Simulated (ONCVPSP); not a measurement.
**Mercury: generating and testing an ONCV potential**

Do these settings give a usable potential? It is generated, then checked for transferability, scattering, ghosts and hardness.

The numbers are computed with ONCVPSP 4.0.1 (PBE, scalar-relativistic, spin-unpolarised reference atom).

4 further runs of the same task are left out: 4 that didn't finish.

### 1 Starting point

Typed settings, in words:

```json
{
  "element": "mercury (Hg, Z = 80)",
  "type": "optimised norm-conserving Vanderbilt (ONCV)",
  "frozen core": "[Kr] 4d10 4f14",
  "valence charge": "20",
  "reference configuration": "5s2 5p6 5d10 6s0.5 (charge +1.5)",
  "partial waves": "5s+6s: rc 1.40 bohr, ncon 4, nbas 9, qcut 5.3 1/bohr, 2 projectors; 5p: rc 1.70 bohr, ncon 5, nbas 9, qcut 4.9 1/bohr, 3 projectors, debl 3.5 Ha; 5d: rc 2.05 bohr, ncon 3, nbas 8, qcut 5.3 1/bohr, 2 projectors, debl 2.5 Ha",
  "local potential": "polynomial inside 1.10 bohr (lpopt 5, dvloc0 4 Ha)",
  "core correction": "Teter function fitted to the true core (icmod 2), fcfact 0.5"
}
```

An earlier all-electron run gives the scale for the radii.

All-electron outer shells of the reference configuration (PBE, scalar-relativistic, ld1.x):

| shell | level (eV) | outermost node (bohr) | outermost maximum (bohr) |
| --- | --- | --- | --- |
| 5s | -132.21 | 0.47 | 0.82 |
| 4f | -109.87 | – | 0.37 |
| 5p | -80.59 | 0.51 | 0.93 |
| 5d | -23.71 | 0.55 | 1.17 |
| 6s | -18.96 | 1.07 | 2.10 |
| 6p | -11.06 | 1.26 | 2.73 |

### 2 The generation run

Hg.dat

```
# ATOM AND REFERENCE CONFIGURATION
# atsym  z   nc   nv     iexc    psfile
  Hg 80.00   10    4        4      upf
#
#   n    l    f
    1    0    2.00
    2    0    2.00
    2    1    6.00
    3    0    2.00
    3    1    6.00
    3    2   10.00
    4    0    2.00
    4    1    6.00
    4    2   10.00
    4    3   14.00
    5    0    2.00
    5    1    6.00
    5    2   10.00
    6    0    0.50
#
# PSEUDOPOTENTIAL AND OPTIMIZATION
# lmax
    2
#
#   l,   rc,      ep,       ncon, nbas, qcut
    0    1.40    0.00    4    9    5.30
    1    1.70    0.00    5    9    4.90
    2    2.05    0.00    3    8    5.30
#
# LOCAL POTENTIAL
# lloc, lpopt,  rc(5),   dvloc0
    4    5    1.10    4.00
#
# VANDERBILT-KLEINMAN-BYLANDER PROJECTORs
# l, nproj, debl
    0    2    2.80
    1    3    3.50
    2    2    2.50
#
# MODEL CORE CHARGE
# icmod, fcfact, rcfact
    2    0.50    0.90
#
# LOG DERIVATIVE ANALYSIS
# epsh1, epsh2, depsh
   -6.00    5.00    0.04
#
# OUTPUT GRID
# rlmax, drl
    6.00    0.01
#
# TEST CONFIGURATIONS
# ncnf
    4
# nvcnf
#   n    l    f
    4
    5    0    2.00
    5    1    6.00
    5    2   10.00
    6    0    2.00
#
    4
    5    0    2.00
    5    1    6.00
    5    2   10.00
    6    0    1.00
#
    4
    5    0    2.00
    5    1    6.00
    5    2   10.00
    6    0    0.00
#
    5
    5    0    2.00
    5    1    6.00
    5    2   10.00
    6    0    0.00
    6    1    1.00
#
```

The run is started by

```console
$ oncvpsp.x < Hg.dat > Hg.out
```

What does the calculation give? Wanted: cutoffs for 1 and 0.1 mHa per electron, occupied waves; bound ghosts; GHOST(+) flags; largest test error; largest phase difference near zero energy, channels read; rms error of d²Exc/dn², without and with the model core.

As calculated:

| quantity | value |
| --- | --- |
| cutoffs for 1 and 0.1 mHa per electron, occupied waves | 81 Ha and 126 Ha |
| bound ghosts | none found |
| GHOST(+) flags | d at 382 eV |
| largest test error (AE − PS) | -6.2 meV, for 5s2 5p6 5d10 6s0 |
| largest phase difference near zero energy, channels read | 0.002 rad |
| rms error of d²Exc/dn², without and with the model core | 7.95 and 1.81 mHa |

What this shows: By total energies transferability is good: the largest error is 6.2 meV on 10.6 eV, for 5s2 5p6 5d10 6s0. The potential is very hard: the looser tolerance needs 81 Ha. At the looser tolerance the 5s wave is the slowest; 6s needs 31 Ha. No bound ghost shows below the valence levels. Near zero energy the phases of the channels with partial waves agree within 0.002 rad. The program also flags highly localised states, GHOST(+) (d). Note that the frozen 4f shell (-110 eV) lies higher than the valence 5s shell (-132 eV).
